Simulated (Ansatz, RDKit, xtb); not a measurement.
# C4H3ClN2: which of the isomers drawn lies lowest?

Which of a sample of isomers of C4H3ClN2 is the most stable in the gas at 298.15 K, and what are its properties? The sample is small against all isomers, and the most stable one of this formula need not be in it.

Plan: many cheap relaxations first (GFN2-xTB), then density-functional screening, relaxation at B3LYP/def2-SVP, vibrations (at GFN2-xTB) and a final energy. The numbers are computed, not measured.

**1. Possible bonding patterns**

Isomers were taken from a list of plausible structures; this is a sample, not all of them. That gives 3 candidates.

```csv
label,SMILES,spin
c163,Clc1ccncn1,singlet
c309,Clc1cncnc1,singlet
c416,Clc1ncccn1,singlet
```

Candidates are built by distance geometry, with a force field where one applies, in up to four conformers (letters a to d).

Q: Predict the outcome of this search (final energies at CCSD(T)/def2-SVP + MP2/def2-TZVPP - MP2/def2-SVP).

| quantity | value |
| --- | --- |
| lowest structure found | Clc1ccncn1, singlet |
| next finalist | Clc1ncccn1, singlet, 1.6 kcal/mol higher in G |
| share at equilibrium, among the finalists | 93.2 % |

The lowest structure found is `Clc1ccncn1`. The margin, 1.6 kcal/mol, is modest. GFN2-xTB, HF/STO-3G, r2SCAN-D4/def2-SVP, B3LYP/def2-SVP, HF/def2-SVP and MP2/def2-SVP already put its bonding pattern lowest among the structures in one piece. Lowest found is not proven lowest: the search is finite, and each finalist counts with one conformer. Only 3 drawn patterns were tried, so whole families of isomers are missing, and the result ranks this sample alone. The lowest isomer need not be the one that is made and kept in a bottle, which depends on barriers.
